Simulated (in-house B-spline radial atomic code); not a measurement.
**Ca³⁺: binding energies from hole states**

Aim: the cost of two holes at once in Ca³⁺, against the sum of the two single holes.

The numbers are computed with in-house B-spline radial atomic code version 1 (Dirac-Hartree-Fock, average of configuration, Fermi nucleus, basis-set limit), except any that are marked as measured or tabulated.

## (1) Starting point

| Item | Value |
| --- | --- |
| element | calcium (Z = 20) |
| charge | +3 |
| electrons | 17 |
| configuration | [Ne] 3s2 3p5 |
| Hamiltonian | Dirac-Coulomb |
| nucleus | Fermi, rms radius 3.478 fm |

Outer shells as boxes (Hund's rule):

[Ne] 3s2 3p5
```
[Ne] core
3s [↑↓]
3p [↑↓][↑↓][↑ ]
```

The boxes draw the filling by Hund's rule, which heavy ions in jj coupling don't follow; these runs average over all states of the configuration.

Settings of the run:

```ini
Z = 20
electrons = 17.0
configuration = [Ne] 3s2 3p5
hamiltonian = dirac
method = hf
spin_polarised = False
nucleus = fermi
rms_radius = 3.4776
mass_number = 40
atomic_mass = 39.96259085
speed_of_light = 137.035999084
```

From the earlier run of the reference: total energy -677.269549 hartree. Levels, eight at most:

```csv
orbital,occupation,energy (eV),<r> (bohr)
1s1/2,2,-4122.31,0.07676
2s1/2,2,-496.83,0.3606
2p1/2,2,-408.84,0.3245
2p3/2,4,-405.05,0.3269
3s1/2,2,-92.141,1.126
3p1/2,1.66667,-68.313,1.207
3p3/2,3.33333,-67.869,1.213
```

Single holes known from earlier runs (ΔSCF): 1s 4092.27 eV, 2s 488.49 eV, 2p1/2 399.32 eV, 2p3/2 395.89 eV, 3s 91.118 eV, 3p 67.065 eV.

## (2) The 2s and 2p3/2 holes

In configurations, a minus sign after the shell means j = l − 1/2 and a plus sign j = l + 1/2; the count of electrons follows.

Settings of the run:

```ini
Z = 20
electrons = 15.0
configuration = 1s2 2s1 2p-2 2p+3 3s2 3p5
hamiltonian = dirac
method = hf
spin_polarised = False
nucleus = fermi
rms_radius = 3.4776
mass_number = 40
atomic_mass = 39.96259085
speed_of_light = 137.035999084
```

## (3) The 2p3/2 and 3p holes

The settings differ from step 2 so:

```diff
@@ -2,3 +2,3 @@
 electrons = 15.0
-configuration = 1s2 2s1 2p-2 2p+3 3s2 3p5
+configuration = 1s2 2s2 2p-2 2p+3 3s2 3p4
 hamiltonian = dirac
```

## (4) The 2p1/2 and 3p holes

The settings differ from step 3 so:

```diff
@@ -2,3 +2,3 @@
 electrons = 15.0
-configuration = 1s2 2s2 2p-2 2p+3 3s2 3p4
+configuration = 1s2 2s2 2p-1 2p+4 3s2 3p4
 hamiltonian = dirac
```

## (5) The 2p1/2 and 3s holes

The settings differ from step 4 so:

```diff
@@ -2,3 +2,3 @@
 electrons = 15.0
-configuration = 1s2 2s2 2p-1 2p+4 3s2 3p4
+configuration = 1s2 2s2 2p-1 2p+4 3s1 3p5
 hamiltonian = dirac
```

## (6) The 1s and 3s holes

The settings differ from step 5 so:

```diff
@@ -2,3 +2,3 @@
 electrons = 15.0
-configuration = 1s2 2s2 2p-1 2p+4 3s1 3p5
+configuration = 1s1 2s2 2p6 3s1 3p5
 hamiltonian = dirac
```

## (7) The 3s and 3p holes

The settings differ from step 6 so:

```diff
@@ -2,3 +2,3 @@
 electrons = 15.0
-configuration = 1s1 2s2 2p6 3s1 3p5
+configuration = 1s2 2s2 2p6 3s1 3p4
 hamiltonian = dirac
```

**Question.** What does each hole state cost in eV, and how does that compare with the orbital energies or single holes?

The runs gave:

| two holes | ΔSCF (eV) | less the two single holes (eV) |
| --- | --- | --- |
| 2s and 2p3/2 | 932.53 | 48.15 |
| 2p3/2 and 3p | 485.39 | 22.43 |
| 2p1/2 and 3p | 489.63 | 23.25 |
| 2p1/2 and 3s | 514.61 | 24.17 |
| 1s and 3s | 4208.32 | 24.93 |
| 3s and 3p | 175.43 | 17.25 |

**Reading.** Two holes cost more than the sum of each, because the second electron leaves a more charged ion. The excess runs from 17.3 eV (3s and 3p) to 48.1 eV (2s and 2p3/2); it tends to be largest where both holes are compact. Two partly filled shells share a symmetry and can mix in the average, which may lower the energy, in these hole states: 2s and 2p3/2; 2p3/2 and 3p; 2p1/2 and 3p; 2p1/2 and 3s; 1s and 3s; 2p1/2; 2p3/2. Values are for the free ion, measured from the vacuum level.
